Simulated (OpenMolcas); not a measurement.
# Ru⁵⁺ among point charges: CASSCF and CASPT2 levels and susceptibility

How does a field of 6 point charges split the states of Ru⁵⁺, and what χT follows?

The numbers are computed with OpenMolcas 26.06 (state-averaged CASSCF and CASPT2, spin-orbit coupling by RASSI with atomic mean-field integrals), except any that are marked as measured or tabulated.

## (1) Starting point

| Quantity | Value |
| --- | --- |
| Species | Ru⁵⁺ (ruthenium, Z = 44, 39 electrons) |
| Basis | ANO-RCC-VTZP [7s6p4d2f1g], 68 functions |
| Scalar Hamiltonian | DKH2, point nucleus |
| Inactive shells | 1s 2s 2p 3s 3p 3d 4s 4p |
| Active space | 3 electrons in 5 orbitals (4d) |
| Some configurations of this space | 4d³ |
| Orbitals | optimised for each spin and parity, averaged over all roots |

The outer shells:

4d3
```
4d [↑ ][↑ ][↑ ][  ][  ]
```

The ion sits among 6 point charges of -1.7 e arranged as a tetragonal octahedron (D4h), 1.92 Å from the ion, with the axial distance 2.285 Å.

Each step is its own input file, run in one work folder so that later steps find the files of earlier ones. Labels, J, g values, rates, χT and fits are worked out afterwards by a script from the matrices that RASSI stores. The input lists half of the charges; inversion (Group=XYZ) makes the rest.

## (2) One- and two-electron integrals

Contents of a.inp:

```
&GATEWAY
Coord
1

Ru 0.0 0.0 0.0
Basis=ANO-RCC-VTZP
Group=XYZ
NoMove
AngMom=0.0 0.0 0.0
AMFI
XField
3 Angstrom 0
1.920000 0.000000 0.000000 -1.700000
0.000000 1.920000 0.000000 -1.700000
0.000000 0.000000 2.284800 -1.700000
&SEWARD
```

Command:

```bash
OMP_NUM_THREADS=1 MOLCAS_MEM=1689 MOLCAS_PROJECT=a pymolcas a.inp > a.log
```

## (3) CASSCF: quartets of even parity, 10 roots

Contents of a.inp:

```
&RASSCF
FileOrb=start.orb
Symmetry=1
Spin=4
nActEl=3 0 0
Inactive=9 9
Ras2=5 0
CIRoot=10 10 1
SDav=10
CIMx=300
Iter=120 100
PrWF=0.3
OrbListing=Nothing
MaxOrb=0
>>> COPY $Project.JobIph JOB001
```

start.orb holds the contracted functions of the basis, ordered by shell, or the orbitals of the step before.

## (4) CASSCF: doublets of even parity, 40 roots

Contents of a.inp:

```
&RASSCF
FileOrb=start.orb
Symmetry=1
Spin=2
nActEl=3 0 0
Inactive=9 9
Ras2=5 0
CIRoot=40 40 1
SDav=40
CIMx=300
Iter=120 100
PrWF=0.3
OrbListing=Nothing
MaxOrb=0
>>> COPY $Project.JobIph JOB002
```

## (5) RASSI: spin-orbit coupling between the states

Contents of a.inp:

```
&RASSI
NrOfJobIphs=2 10 40
1 2 3 4 5 6 7 8 9 10
1 2 3 4 5 6 7 8 9 10 11 12 13 14 15 16 17 18 19 20 21 22 23 24 25 26 27
28 29 30 31 32 33 34 35 36 37 38 39 40
IphNames
JOB001
JOB002
EJob
SpinOrbit
DIPRint=1.0
SOCoupling=1000.0
Subsets=2
Property=9
'ANGMOM' 1 'ANGMOM' 2 'ANGMOM' 3 'MLTPL  1' 1 'MLTPL  1' 2 'MLTPL  1' 3
'AMFI' 1 'AMFI' 2 'AMFI' 3
SOProperty=3
'ANGMOM' 1 'ANGMOM' 2 'ANGMOM' 3
```

## (6) CASPT2: IPEA 0.25, imaginary shift 0.1 (closed shells correlated: 4s 4p)

Contents of a.inp:

```
>>> COPY JOB001 $Project.JobIph
&CASPT2
Multistate=10 1 2 3 4 5 6 7 8 9 10
NoMult
Frozen=8 6
IPEA=0.25
Imaginary=0.1
MaxIter=60
WThr=0.0 0.3 0.05
PrWF=0.5
NoMix
>>> COPY JOB002 $Project.JobIph
&CASPT2
Multistate=40 1 2 3 4 5 6 7 8 9 10 11 12 13 14 15 16 17 18 19 20 21 22
23 24 25 26 27 28 29 30 31 32 33 34 35 36 37 38 39 40
NoMult
Frozen=8 6
IPEA=0.25
Imaginary=0.1
MaxIter=60
WThr=0.0 0.3 0.05
PrWF=0.5
NoMix
```

(Steps that only read results are left out.)

Before running it: what results should come out? Wanted: spin-free ground state; first state of the same spin within the active space; lowest level; next level.

**Answer**, as computed:

| quantity | value |
| --- | --- |
| method | SS-CASPT2, IPEA 0.25, imaginary shift 0.1 (closed shells correlated: 4s 4p) |
| spin-free ground state | 4B1, 1-fold in its orbital part |
| first state of the same spin within the active space | 4E at 3310 cm⁻¹ |
| lowest level | 2-fold E3/2, g = 1.24, 2.27, 2.27 |
| next level | 273.9 cm⁻¹ |
| χT at 300 K | 0.64 cm³ K/mol |
| effective moment at 300 K | 2.27 μB |

Cost by method:

| method | time of its own steps | time with the reference |
| --- | --- | --- |
| A. CASSCF | 9.2 s | 9.2 s |
| B. SS-CASPT2, IPEA 0.25, imaginary shift 0.1, +4s 4p | 5.5 s | 15 s |

Times are of one thread on a shared host.

What this shows: The spin-free ground state (4B1) comes to 100 % from free-ion F terms and keeps the highest spin of the shell. χT at 300 K is 0.64, against 1.88 cm³ K/mol for the spin alone, so spin-orbit coupling lowers it. The field of point charges can differ much from that of real complexes. This is an electrostatic model: the charges have no orbitals.
